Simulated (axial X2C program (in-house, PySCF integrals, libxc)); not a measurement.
# GeNa⁻: bond curves with and without spin–orbit coupling

Aim: find the lowest determinant of GeNa⁻, scan the bond at several levels and fit the constants, once spin-free and once with spin–orbit coupling.

Program: an in-house X2C program for linear molecules on PySCF integrals. Level of theory: all-electron X2C, Ge dyall-acv3z, Na dyall-av3z. These are calculated values, not measurements.

### 1 The job

The input, task.json:

```json
{"zs": [32, 11], "q": -1, "bas": ["dyall-acv3z", "dyall-av3z"], "levels": ["PBE0", "HF", "TPSS"], "cc": true, "r0": 2.76, "thr": -1.0, "nmax": 90, "npts": 10, "nst": 2, "ntry": 6}
```

Keys: zs atomic numbers; q charge; bas basis sets; levels methods (HF also brings MP2); cc coupled cluster on or off; r0 starting distance in Å; thr threshold in hartree for freezing inner shells (an s shell follows its p shell); nmax most natural virtual spinors; npts points asked for on the curve; nst determinants followed; ntry starts of the search.

Run with:

```sh
> python so2c.py task.json out
```

Spin-free means the one-electron spin-free X2C Hamiltonian; two-component (2c) means X2C with spin–orbit coupling and atomic mean-field two-electron Coulomb and Gaunt terms. Basis: Ge dyall-acv3z contracted to [10s10p8d5f1g], Na dyall-av3z contracted to [10s9p5d2f]; Gaussian nuclei, density fitting. Masses: Ge 73.921 u, Na 22.990 u.

Notation: σ, π±, δ± give the projection m of an orbital's angular momentum (0, ±1, ±2), α and β its spin, Λ and M_S the sums; ω is the projection of a spinor's total angular momentum and Ω the sum. Logs are in hartree.

After this run come: PBE0, spin-free; HF, spin-free; TPSS, spin-free; Correlated methods, spin-free; A higher determinant, spin-free; PBE0, 2c; HF, 2c; TPSS, 2c; Correlated methods, 2c; A higher determinant, 2c.

Before running it: what results should come out? Wanted: for each run, Hamiltonian; Re; ωe; De; μ.

**Answer**, as computed:

Lowest determinant found, spin-free: M_S = 1, Λ = 0 (beyond closed shells: π+α, π-α).

Lowest determinant found, 2c: Ω = 1 (unpaired: ω = -1/2, ω = 3/2).

```tsv
Hamiltonian	level	Re (Å)	ωe (cm⁻¹)	De (eV)	μ (D)
spin-free	PBE0	2.923	157.8	0.997	-4.05
spin-free	HF	3.035	142.6	0.784	-6.06
spin-free	CCSD	2.987	153.5	0.932	n/a
spin-free	CCSD(T)	2.984	154.5	0.947	n/a
spin-free	TPSS	2.927	156.7	1.10	-4.05
2c	PBE0	2.924	157.7	0.997	-4.06
2c	HF	3.036	142.6	0.784	-6.06
2c	CCSD	2.988	153.4	0.932	n/a
2c	CCSD(T)	2.984	154.5	0.946	n/a
2c	TPSS	2.927	156.6	1.10	-4.06
```

Dipoles are positive if Na is the positive end and refer to the centre of mass. No constants: spin-free MP2 (the reference is strongly spin-contaminated); 2c MP2 (the reference is strongly spin-contaminated). Spin-free ⟨S²⟩ is off its pure value at PBE0 2.65, HF 2.93, TPSS 2.51.

**Reading.** At CCSD(T), going from spin-free to two-component changes Re by +1 mÅ, ωe by 0.0 % and De by 0.00 eV, which is small (part of it comes from the scalar share of the two-electron terms).

De refers to Ge- + Na. The state is a single determinant with fixed occupations, the lowest that a limited PBE0 search found. Dissociation energies refer to the lowest single-determinant-based atoms at the same level and basis. Density functionals use the spin component along the axis (collinear). CCSD and (T) use frozen natural virtuals with an MP2 correction for the truncation. The highest occupied level is positive at some levels of theory, so the basis set holds the extra electron. The meta-GGAs lack a current-density term, which matters for open shells with orbital currents, atoms included. With several unpaired electrons one determinant need not be a pure state. The spin-free determinant is spin-contaminated at some levels. With the outer-core shells frozen, correlated bond lengths of heavy atoms tend to come out a few hundredths of an ångström too long. T1 reaches 0.035, well above the customary mark of 0.02.
